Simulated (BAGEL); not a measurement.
**BNH3OF (SMILES NB(O)F): a chain of runs**

We compute the energy (HF/6-31G*), then the energy (NEVPT2(2,2)/6-31G*), then a single-point energy (CASPT2(2,2)/6-31G*) of BNH3OF. 

The calculation is run with BAGEL 1.2.2.

1 further run of the same task is left out (set aside as unsound or not needed).

### Step 1. The molecule

BNH3OF has 7 atoms, charge 0, and is taken as a singlet. As SMILES, `NB(O)F`. One bond was lengthened or shortened from a relaxed shape.

Bond lengths: N1–B2 1.195 Å, B2–O3 1.363 Å, B2–F4 1.337 Å, N1–H5 1.004 Å, N1–H6 1.003 Å, O3–H7 0.957 Å. Angles: N1–B2–O3 125.7°, N1–B2–F4 118.3°, O3–B2–F4 116.0°, B2–N1–H5 121.1°, B2–N1–H6 124.7°, B2–O3–H7 114.6°, H5–N1–H6 114.2°.

### Step 2. The energy at HF/6-31G(d) (density fitting with svp-jkfit, spherical functions) (run 1)

Contents of input.json:

```json
{ "bagel" : [

{
  "title" : "molecule",
  "basis" : "6-31gs.json",
  "df_basis" : "svp-jkfit",
  "angstrom" : true,
  "geometry" : [
    { "atom" : "N", "xyz" : [   -0.446149,    0.564566,   -0.070599 ] },
    { "atom" : "B", "xyz" : [    0.039300,   -0.505700,   -0.288800 ] },
    { "atom" : "O", "xyz" : [    1.106300,   -1.044300,    0.367000 ] },
    { "atom" : "F", "xyz" : [   -0.494800,   -1.258200,   -1.256300 ] },
    { "atom" : "H", "xyz" : [   -1.234749,    0.892866,   -0.598199 ] },
    { "atom" : "H", "xyz" : [   -0.124449,    1.205466,    0.630001 ] },
    { "atom" : "H", "xyz" : [    1.472700,   -0.489200,    1.055700 ] }
  ]
},
{
  "title" : "hf"
},
{
  "title" : "print",
  "file" : "orbitals.molden",
  "orbitals" : true
}

]}
```

The basis set 6-31G* is read from a file made from the Basis Set Exchange's data (not shown).

Launch:

```
$ BAGEL_NUM_THREADS=1 BAGEL input.json > input.out
```

Log:

```text
* using 1 threads per process

  ===============================================================
  ===============================================================

  *** Geometry ***

  { "atom" : "N", "xyz" : [     -0.843099,      1.066875,     -0.133413 ] },
  { "atom" : "B", "xyz" : [      0.074266,     -0.955635,     -0.545753 ] },
  { "atom" : "O", "xyz" : [      2.090604,     -1.973441,      0.693529 ] },
  { "atom" : "F", "xyz" : [     -0.935036,     -2.377653,     -2.374063 ] },
  { "atom" : "H", "xyz" : [     -2.333337,      1.687272,     -1.130432 ] },
  { "atom" : "H", "xyz" : [     -0.235175,      2.278001,      1.190529 ] },
  { "atom" : "H", "xyz" : [      2.783000,     -0.924454,      1.994984 ] },

  Number of auxiliary basis functions:      360

  Since a DF basis is specified, we compute 2- and 3-index integrals:
    o Being stored without compression. Storage requirement is 0.011 GB

  Number of basis functions:       62
  Number of electrons      :       32

    * METHOD: MOLECULE                             0.12

  *** RHF ***

  === Nuclear Repulsion ===
   119.9158849138

      * DIIS with orbital gradients will be used.

  === RHF iteration (6-31gs.json) ===
      0       -255.00710911          0.03111865           0.03
      1       -255.22035962          0.01580846           0.02
      2       -255.28296843          0.00191944           0.02
      3       -255.28395373          0.00067630           0.02
      4       -255.28406395          0.00010892           0.03
      5       -255.28406770          0.00002294           0.02
      6       -255.28406794          0.00000845           0.02
      7       -255.28406797          0.00000240           0.02
      8       -255.28406797          0.00000093           0.02
      9       -255.28406797          0.00000026           0.02
     10       -255.28406797          0.00000012           0.02
     11       -255.28406797          0.00000003           0.02
     12       -255.28406797          0.00000001           0.02
    * SCF iteration converged.

    * Permanent dipole moment:
           (    0.177854,    -1.584638,    -0.826742) a.u.

    * METHOD: HF                                   0.41

    * METHOD: PRINT                                0.01

  ===============================================================
```

Run time: 0.67 s. Hardware: 1 thread of Arm Neoverse V1, shared host; peak memory 0.083 GiB.

### Step 3. The energy at NEVPT2(2,2)/6-31G(d) (density fitting with svp-jkfit, spherical functions) (run 2)

Contents of input.json:

```json
{ "bagel": [

{
  "title": "molecule",
  "basis": "6-31gs.json",
  "df_basis": "svp-jkfit",
  "angstrom": "true",
  "geometry": [
    { "atom": "N", "xyz": [      -0.446149,       0.564566,      -0.070599 ] },
    { "atom": "B", "xyz": [       0.039300,      -0.505700,      -0.288800 ] },
    { "atom": "O", "xyz": [       1.106300,      -1.044300,       0.367000 ] },
    { "atom": "F", "xyz": [      -0.494800,      -1.258200,      -1.256300 ] },
    { "atom": "H", "xyz": [      -1.234749,       0.892866,      -0.598199 ] },
    { "atom": "H", "xyz": [      -0.124449,       1.205466,       0.630001 ] },
    { "atom": "H", "xyz": [       1.472700,      -0.489200,       1.055700 ] }
  ]
},

{
  "title": "hf"
},

{
  "title": "nevpt2",
  "nstate": 1,
  "nact": 2,
  "nclosed": 15,
  "active": [7, 23],
  "maxiter": 200,
  "natocc": "true",
  "ncore": 4
},

{
  "title": "print",
  "file": "orbitals.molden",
  "orbitals": "true"
}

]}
```

The basis set 6-31G* is read from a file made from the Basis Set Exchange's data (not shown).

Launch:

```
$ BAGEL_NUM_THREADS=1 BAGEL input.json > input.out
```

Log:

```text
* using 1 threads per process

  ===============================================================
  ===============================================================

  *** Geometry ***

  { "atom" : "N", "xyz" : [     -0.843099,      1.066875,     -0.133413 ] },
  { "atom" : "B", "xyz" : [      0.074266,     -0.955635,     -0.545753 ] },
  { "atom" : "O", "xyz" : [      2.090604,     -1.973441,      0.693529 ] },
  { "atom" : "F", "xyz" : [     -0.935036,     -2.377653,     -2.374063 ] },
  { "atom" : "H", "xyz" : [     -2.333337,      1.687272,     -1.130432 ] },
  { "atom" : "H", "xyz" : [     -0.235175,      2.278001,      1.190529 ] },
  { "atom" : "H", "xyz" : [      2.783000,     -0.924454,      1.994984 ] },

  Number of auxiliary basis functions:      360

[... 21 lines left out ...]
    * SCF iteration converged.
[... 1 line left out ...]
    * Permanent dipole moment:
[... 28 lines left out ...]
    * Second-order optimization converged. *

     guess   0:   closed 1.                   open ..

  === FCI iteration ===

      0  0      -255.28390960     9.66e-02      0.00
      1  0      -255.30154510     2.36e-03      0.00
      2  0 *    -255.30156321     7.20e-16      0.00

     * ci vector, state   0, <S^2> = 0.0000
       2.     0.9958490858
       .2    -0.0910197689

  === DF-NEVPT2 calculation ===

    * 3-index integral transformation done
    * assembly done

      NEVPT2 correlation energy:   -0.5574871141      0.09

          (+0)     -0.4961743243
          (+0)'    -0.0224954337
          (+1)     -0.0045811342
          (+1)'    -0.0000000000
          (+2)     -0.0002680836
          (-1)     -0.0281915378
          (-1)'     0.0000000000
          (-2)     -0.0057766005

      NEVPT2 total energy:       -255.8590503247

    * METHOD: NEVPT2                               2.13

    * METHOD: PRINT                                0.01

  ===============================================================
```

Wall time 2.8 s (1 thread of Arm Neoverse V1, shared host); peak memory 0.14 GiB.

### Step 4. A single-point energy at CASPT2(2,2)/6-31G(d) (density fitting with svp-jkfit, spherical functions) (run 3)

Contents of calc.json:

```json
{ "bagel": [

{
  "title": "molecule",
  "basis": "6-31gs.json",
  "df_basis": "svp-jkfit",
  "angstrom": true,
  "geometry": [
    { "atom": "N", "xyz": [      -0.446149,       0.564566,      -0.070599 ] },
    { "atom": "B", "xyz": [       0.039300,      -0.505700,      -0.288800 ] },
    { "atom": "O", "xyz": [       1.106300,      -1.044300,       0.367000 ] },
    { "atom": "F", "xyz": [      -0.494800,      -1.258200,      -1.256300 ] },
    { "atom": "H", "xyz": [      -1.234749,       0.892866,      -0.598199 ] },
    { "atom": "H", "xyz": [      -0.124449,       1.205466,       0.630001 ] },
    { "atom": "H", "xyz": [       1.472700,      -0.489200,       1.055700 ] }
  ]
},

{ "title": "hf" },

{ "title": "casscf", "nstate": 1, "nact": 2, "nclosed": 15, "active": [7, 23], "maxiter": 200, "natocc": true },

{ "title": "print", "file": "orbitals.molden", "orbitals": true },

{ "title": "smith", "method": "caspt2", "ms": true, "xms": true, "sssr": true, "shift": 0.2, "shift_imag": true, "ncore": 4 }

]}
```

The basis set 6-31G* is read from a file made from the Basis Set Exchange's data (not shown).

Launch:

```
$ BAGEL_NUM_THREADS=1 BAGEL calc.json > calc.out
```

Log:

```text
* using 1 threads per process

  ===============================================================
  ===============================================================

  *** Geometry ***

  { "atom" : "N", "xyz" : [     -0.843099,      1.066875,     -0.133413 ] },
  { "atom" : "B", "xyz" : [      0.074266,     -0.955635,     -0.545753 ] },
  { "atom" : "O", "xyz" : [      2.090604,     -1.973441,      0.693529 ] },
  { "atom" : "F", "xyz" : [     -0.935036,     -2.377653,     -2.374063 ] },
  { "atom" : "H", "xyz" : [     -2.333337,      1.687272,     -1.130432 ] },
  { "atom" : "H", "xyz" : [     -0.235175,      2.278001,      1.190529 ] },
  { "atom" : "H", "xyz" : [      2.783000,     -0.924454,      1.994984 ] },

  Number of auxiliary basis functions:      360

[... 21 lines left out ...]
    * SCF iteration converged.
[... 1 line left out ...]
    * Permanent dipole moment:
[... 27 lines left out ...]
    * Second-order optimization converged. *
[... 9 lines left out ...]
     * ci vector, state   0, <S^2> = 0.0000
[... 16 lines left out ...]
    * Zeroth order energy : state  0       -1.5304396807
[... 4 lines left out ...]
       #      aibj      arbs      arbi      airj      risj      airs      arst      rist         Etot      error   time
[... 10 lines left out ...]
      ------------------------------------------------------------------------------------------------------------------

    * CASPT2 energy : state  0     -255.8613628445
        w/o shift correction       -255.8597067823
        reference weight              0.8738686087

    * METHOD: SMITH                                0.45

  ===============================================================
```

Run time: 3.3 s. Hardware: 1 thread of Arm Neoverse V1, shared host; peak memory 0.15 GiB.

### Step 5. Summary of results

```
                               quantity          value
         run 1, HF/6-31G*: total energy  -255.28407 Eh
        run 1, HF/6-31G*: dipole moment         4.57 D
          run 1, HF/6-31G*: HOMO energy      -12.34 eV
          run 1, HF/6-31G*: LUMO energy        5.44 eV
        run 1, HF/6-31G*: HOMO–LUMO gap       17.78 eV
run 2, NEVPT2(2,2)/6-31G*: total energy  -255.85905 Eh
run 3, CASPT2(2,2)/6-31G*: total energy  -255.86136 Eh
```
